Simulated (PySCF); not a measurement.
# [GeH3]-: relaxation and vibrations of the singlet

Where does singlet [GeH3]- go from a trigonal pyramidal start, is the end point a minimum, and what are its modes, charges and moments?

Computed with PySCF 2.14.0. Level: PBE0, basis Ge def2-TZVPD, H def2-TZVPD, no relativity, density fitting.

**1. The starting structure**

4 atoms, charge -1, spin multiplicity 1.

Bond lengths: Ge1–H2 1.530 Å, Ge1–H3 1.530 Å, Ge1–H4 1.530 Å. Angles: H2–Ge1–H3 99.8°, H2–Ge1–H4 99.8°, H3–Ge1–H4 99.7°.

```xyz
4
charge -1 multiplicity 1
Ge    0.0000    0.0000    0.0000
H     1.3509    0.0000    0.7183
H    -0.6755    1.1699    0.7183
H    -0.6755   -1.1699    0.7183
```

**2. The SCF at the typed geometry**

One driver script runs all steps and calls PySCF; scf.py shows how it sets up the SCF of each step. The optimiser is the driver's own. After this first run the driver tries any further starts and a stability analysis.

File scf.py:

```python
from pyscf import gto, scf, dft
mol = gto.M(atom='''
Ge     0.000000     0.000000     0.000000
H      1.350900     0.000000     0.718300
H     -0.675500     1.169900     0.718300
H     -0.675500    -1.169900     0.718300''',
    basis={'Ge': 'def2-TZVPD', 'H': 'def2-TZVPD'},
    charge=-1, spin=0)
mf = dft.RKS(mol, xc='PBE0')
mf.grids.atom_grid = (50, 194)
aux = {'Ge': 'def2-universal-JKFIT', 'H': 'def2-universal-JKFIT'}
mf = mf.density_fit(auxbasis=aux)
mf.conv_tol = 1e-08
mf.diis_space = 10
mf.max_cycle = 60
mf.init_guess = 'minao'
mf.verbose = 4
mf.kernel()
```

Launch:

```bash
OMP_NUM_THREADS=2 python axn.py task.json out
```

Standard output:

```text
init E= -2077.72242542669
  HOMO = -0.197306383456551  LUMO = 0.00712841580610846  gap/eV = 5.56295
cycle= 1 E= -2078.49031607359  delta_E= -0.768  |g|= 0.527  |ddm|= 1.56
  HOMO = 0.0621378586783417  LUMO = 0.191305783585263  gap/eV = 3.51484
cycle= 2 E= -2078.51041268804  delta_E= -0.0201  |g|= 0.462  |ddm|= 2.07
  HOMO = 0.0348568715509199  LUMO = 0.182451325474531  gap/eV = 4.01625
cycle= 3 E= -2078.52428006025  delta_E= -0.0139  |g|= 0.0381  |ddm|= 0.397
  HOMO = 0.0228462728239203  LUMO = 0.178359034327539  gap/eV = 4.23172
cycle= 4 E= -2078.52463349699  delta_E= -0.000353  |g|= 0.0122  |ddm|= 0.0994
  HOMO = 0.0233446304133649  LUMO = 0.178104480043578  gap/eV = 4.21123
cycle= 5 E= -2078.52465745254  delta_E= -2.4e-05  |g|= 0.00139  |ddm|= 0.0334
  HOMO = 0.0230350813713134  LUMO = 0.178044243671159  gap/eV = 4.21801
cycle= 6 E= -2078.52465817668  delta_E= -7.24e-07  |g|= 0.000394  |ddm|= 0.00308
  HOMO = 0.0230519360767421  LUMO = 0.178023997315207  gap/eV = 4.21700
cycle= 7 E= -2078.52465824392  delta_E= -6.72e-08  |g|= 3.69e-05  |ddm|= 0.00137
  HOMO = 0.0230482114991029  LUMO = 0.178021816029902  gap/eV = 4.21705
cycle= 8 E= -2078.52465824509  delta_E= -1.17e-09  |g|= 4.01e-06  |ddm|= 0.000466
  HOMO = 0.0230477931936601  LUMO = 0.178021874651672  gap/eV = 4.21706
Extra cycle  E= -2078.52465824512  delta_E= -3.5e-11  |g|= 1.04e-06  |ddm|= 8.62e-05
converged SCF energy = -2078.52465824512
```

This step, with its further starts and checks, needed 2.6 s of wall time on 2 threads of AMD EPYC 9R45 (Zen 5), shared host.

The starts that the driver tried:

```csv
start,energy (Eh)
the minimal-basis guess,-2078.524658
a thermally smeared density,-2078.524658
a smeared PBE density,-2078.524658
```

The test of internal stability and the other starts found no lower closed-shell solution.

**3. Relaxation: trigonal pyramidal start, singlet**

The program finds C3v symmetry in the start, which this walk keeps. The walk stops when the largest gradient is under 0.0003 Eh/bohr and the energy has settled too.

Changes to scf.py since step 2:

```diff
@@ -3,4 +3,4 @@
-Ge     0.000000     0.000000     0.000000
-H      1.350900     0.000000     0.718300
-H     -0.675500     1.169900     0.718300
-H     -0.675500    -1.169900     0.718300''',
+Ge     0.000000    -0.000000    -0.028225
+H      1.350898     0.000000     0.690097
+H     -0.675465     1.169921     0.690064
+H     -0.675465    -1.169921     0.690064''',
@@ -16 +15,0 @@
-mf.init_guess = 'minao'
```

Steps of the walk:

```csv
step,energy (Eh),change (kJ/mol),largest symmetric gradient (Eh/bohr)
0,-2078.524658,0.00,0.04466
1,-2078.531008,-16.67,0.01522
2,-2078.531819,-18.80,0.00151
3,-2078.531872,-18.94,0.00036
4,-2078.531874,-18.95,0.00001
```

The walk took 2.4 s.

Positions (Å) and forces (eV/Å) along the way:

```
step 0
Ge   0.000   0.000  -0.028   0.000   0.000  -2.296
H    1.351   0.000   0.690   0.780   0.000   0.766
H   -0.675   1.170   0.690  -0.390   0.675   0.765
H   -0.675  -1.170   0.690  -0.390  -0.675   0.765
step 1
Ge   0.000   0.000  -0.127   0.000   0.000  -0.783
H    1.331   0.000   0.723   0.340   0.000   0.260
H   -0.666   1.153   0.723  -0.170   0.293   0.262
H   -0.666  -1.153   0.723  -0.170  -0.293   0.262
step 2
Ge   0.000   0.000  -0.165   0.001   0.000   0.004
H    1.335   0.000   0.736   0.078   0.000  -0.002
H   -0.668   1.156   0.736  -0.039   0.067  -0.001
H   -0.668  -1.156   0.736  -0.039  -0.067  -0.001
step 3
Ge   0.000   0.000  -0.158   0.001   0.000  -0.006
H    1.345   0.000   0.733   0.019   0.000   0.001
H   -0.673   1.165   0.733  -0.010   0.016   0.003
H   -0.673  -1.165   0.733  -0.010  -0.016   0.003
step 4
Ge   0.000   0.000  -0.157   0.001   0.000  -0.001
H    1.348   0.000   0.733   0.000   0.000  -0.001
H   -0.674   1.167   0.733  -0.001   0.000   0.001
H   -0.674  -1.167   0.733  -0.001   0.000   0.001
```

End point (C3v, 4 steps, 18.9 kJ/mol gained): Ge–H 1.615 Å (×3); H–Ge–H 92.6° (×3).

**4. Is it a minimum? Harmonic modes**

The point is checked on the finer grid, and tightened if its gradient asks for it. The Hessian and the dipole derivatives come from central differences of analytic gradients, with steps of 0.02 bohr.

Changes to scf.py since step 3:

```diff
@@ -3,4 +3,4 @@
-Ge     0.000000    -0.000000    -0.028225
-H      1.350898     0.000000     0.690097
-H     -0.675465     1.169921     0.690064
-H     -0.675465    -1.169921     0.690064''',
+Ge     0.000001     0.000000    -0.034953
+H      1.347859    -0.000000     0.854590
+H     -0.673950     1.167292     0.854557
+H     -0.673950    -1.167292     0.854557''',
@@ -10 +10 @@
-mf.grids.atom_grid = (50, 194)
+mf.grids.atom_grid = (75, 302)
@@ -13 +13 @@
-mf.conv_tol = 1e-08
+mf.conv_tol = 1e-10
```

This SCF starts from the last density.

Log of the central SCF (cycles and frontier levels):

```text
init E= -2078.53181905323
  HOMO = 0.00165834065887793  LUMO = 0.174371158624002  gap/eV = 4.69976
cycle= 1 E= -2078.53181905324  delta_E= -5.91e-12  |g|= 5.66e-06  |ddm|= 1.22e-05
  HOMO = 0.00165799424280699  LUMO = 0.174371130054278  gap/eV = 4.69976
Extra cycle  E= -2078.53181905324  delta_E= 4.55e-13  |g|= 5.42e-06  |ddm|= 1.01e-05
converged SCF energy = -2078.53181905324
```

The whole step took 6.4 s.

Geometry: C3v; Ge–H 1.615 Å (×3); H–Ge–H 92.6° (×3).

Modes, for the most abundant isotopes:

| symmetry | ω (cm⁻¹) | IR (km/mol) | μ (u) |
| --- | --- | --- | --- |
| a1 | 830 | 149 | 1.04 |
| e | 888 | 96.6 | 1.02 |
| e | 1775 | 1392 | 1.02 |
| a1 | 1778 | 563 | 1.02 |

Every mode is real; the point is a minimum.

Properties at this point:

```
Dipole moment about the centre of mass                          : 0.85 D
Highest occupied level                                          : 0.05 eV
Lowest empty level                                              : 4.74 eV
Rotational constants                                            : 3.342, 3.342, 3.069 cm⁻¹
Zero-point energy                                               : 47.5 kJ/mol
Principal polarisabilities                                      : 64.0, 64.0, 77.3 bohr³
Principal traceless quadrupole moments about the centre of mass : -3.03, 1.52, 1.52 D Å
Entropy at 298.15 K and 1 bar                                   : 225.0 J/(mol K)
Heat capacity Cp at 298.15 K                                    : 40.5 J/(mol K)
Enthalpy at 298.15 K above 0 K                                  : 10.41 kJ/mol
Rotational symmetry number                                      : 3
```

Charges (e) and bond orders:

```csv
atom,Mulliken,Löwdin,polar tensor,Mayer order to Ge1
Ge1,-1.01,0.09,0.18,–
"H2,3,4",0.00,-0.36,-0.39,1.14
```

Outer orbital energies (eV). occupied: -26.24, -26.15, -26.15, -26.10, -8.24, -2.54, -2.54, 0.05; empty: 4.74, 5.89, 5.89, 6.91.

Mulliken populations on Ge1: s 7.62, p 15.20, d 10.18, f 0.01.

**5. Would spin polarisation lower it?**

At the lowest minimum the closed shell is tested against spin polarisation, on the (50, 194) grid. It is stable.

**6. Real-space pictures of the lowest minimum**

The plane holds Ge1 at (0.00, 0.00), H2 at (1.61, 0.00), H3 at (-0.07, 1.61) Å. Columns run from x = -1.95 to 4.05 Å, rows from y = 4.05 (top) to -1.95 Å, in steps of 0.3 Å.

Density (cut at 5 e/Å³):

Ten steps from '0' (0.000 e/Å³) to '9' (5.000 e/Å³), finer at the low end (step k begins (100^(k/10) - 1)/99 of the way up):
```
000000000000000000000
000000000000000000000
000000000000000000000
000000000000000000000
000000000000000000000
000011111000000000000
000122332100000000000
000134553210000000000
001235764311000000000
001235764321100000000
001245654322111000000
011345665433321100000
012358997555542100000
012469999656753100000
012469999656753100000
012458998555542100000
012345665433321100000
011234443322111000000
001122222111000000000
000111111100000000000
000000000000000000000
```

ELF (0 where the density is under 0.005 e/Å³):

Ten even steps from '0' (0.00) to '9' (1.00):
```
000000000000000000000
000000000000000000000
000000000000000000000
000068887600000000000
000799999850000000000
006999999973000000000
027999999972000000000
026999999962000000000
015999999951011000000
014799999731234400000
013578886424688860000
123442111358999986000
345412552179999998000
566515445189999998000
787615445189999998000
788722552289999997000
899862111469999986000
899987654446899860000
889998875323455400000
788998875311111000000
478888764210000000000
```

Lowest empty orbital at 4.74 eV (sign arbitrary; one member if degenerate):

Ten even steps from '0' (-0.15 Å^-3/2) to '9' (0.27 Å^-3/2):
```
444444444444444443333
444555555544444444333
455555555554444444433
555555555555444444443
555555555555554444444
555555555555555444444
555555555444455544444
555455554444445554444
544444434444444555444
544433222334444555544
444322111223444555544
443310000023444555554
443210220012445555554
443212892012355555554
443212682012455555554
443321221123455555554
444322111223445555554
544433222334445555554
544443333344455555544
554444444444555555444
555544444455555554444
```

Along Ge1–H2 (1.615 Å) the density is least, 0.73 e/Å³, about 0.97 Å from Ge1; ELF there is 0.60.

Values on the line from Ge1 (at 0) through H2 (at 1.615 Å):

```csv
distance (Å),density (e/Å³),ELF,electrostatic potential (V)
-0.57,3.68,0.363,53.4
-0.40,18.1,0.72,134
-0.24,70.8,0.623,474
-0.08,1.05e+03,0.793,3.24e+03
0.16,134,0.23,1.07e+03
0.32,39.1,0.778,239
0.48,7.96,0.559,82.6
0.65,1.86,0.184,36.7
0.81,0.841,0.16,17.2
0.97,0.731,0.605,8.08
1.13,0.844,0.945,6.28
1.29,1.12,0.994,14.5
1.45,1.65,1,54.5
1.70,1.94,1,142
1.86,1,1,26.1
2.02,0.517,1,5.77
2.18,0.276,0.999,-1.09
2.34,0.151,0.998,-3.79
2.50,0.0853,0.996,-4.85
```

Making the fields needed 0.7 s of wall time on 2 threads of AMD EPYC 9R45 (Zen 5), shared host.

**7. Results**

```
                            quantity                                   value
                             minimum                            singlet, C3v
                            geometry    Ge–H 1.615 Å (×3); H–Ge–H 92.6° (×3)
                  wavenumbers (cm⁻¹)  830 (a1), 888 (e), 1775 (e), 1778 (a1)
      dipole moment (centre of mass)                                  0.85 D
highest occupied, lowest empty level                           0.05, 4.74 eV
          polar-tensor charge of Ge1                                 +0.18 e
                   zero-point energy                             47.5 kJ/mol
                 entropy at 298.15 K                         225.0 J/(mol K)
```

The molecule stays C3v, as typed, and the end point is a minimum. The strongest infrared band lies at 1775 cm⁻¹ (e, stretch). Other starts or spin states, not run here, may lie lower. The highest occupied level lies above zero: either self-interaction error lifts it or the extra electron is not bound, and the basis holds it in place.

The search up to here took 12 s.
